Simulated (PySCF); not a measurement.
# C4H8BFO: electronic excitations

Aim: predict the electronic excitations of C4H8BFO (`C=C(F)OBCC`).

Computed with PySCF 2.14.0, with density-fitted response routines of our own, on a single molecule in the gas phase. Atoms are numbered from 0 throughout.

## Step 1: The starting structure

15 atoms, charge 0, multiplicity 1; geometry from: GFN2-xTB.

Bonds of the start (Å): C0–C1 1.32, C1–F2 1.35, C1–O3 1.33, O3–B4 1.35, B4–C5 1.59, C5–C6 1.53, C0–H7 1.07, C0–H8 1.07, B4–H9 1.18, C5–H10 1.09, C5–H11 1.09, C6–H12 1.09, C6–H13 1.09, C6–H14 1.09.

## Step 2: Excited states and response: PBE0/def2-SVPD

What the job is given:

```
{"job": {"kind": "uv", "xc": "PBE0", "basis": "def2-SVPD", "nstates": 8, "ntriplets": 3}, "charge": 0, "multiplicity": 1}
C      3.362227     0.253286     0.187005
C      2.152285     0.693817    -0.113368
F      1.973796     1.995552    -0.442410
O      1.050588    -0.044863    -0.128723
B     -0.217220     0.335234    -0.400546
C     -1.305299    -0.818728    -0.380276
C     -2.710675    -0.366405     0.023623
H      4.203050     0.918374     0.174192
H      3.515185    -0.775076     0.447513
H     -0.491220     1.451706    -0.655156
H     -1.362248    -1.240965    -1.388973
H     -0.990526    -1.640180     0.266286
H     -2.709026     0.018623     1.040436
H     -3.061560     0.422895    -0.636280
H     -3.413769    -1.195280    -0.026546
```

With the program's defaults for keys left out, this is: TDDFT PBE0/def2-SVPD, vertical, gas phase, core orbitals frozen in the response.

Command:

```console
OMP_NUM_THREADS=1 python probes_run.py task.json out
```

This one command runs all jobs of the session in turn.

What will the session give for the following? lowest singlet (PBE0/def2-SVPD); lowest triplet. Wanted: lowest singlet; lowest triplet.

The runs gave:

```
                       quantity                        value
lowest singlet (PBE0/def2-SVPD)  5.86 eV (212 nm), f = 0.292
                 lowest triplet                      4.21 eV
```

The first singlet state (HOMO→LUMO 0.96) lies at 5.86 eV and is bright. The lowest triplet lies 1.65 eV below the lowest singlet (triplets in Tamm-Dancoff, singlets in full TDDFT).
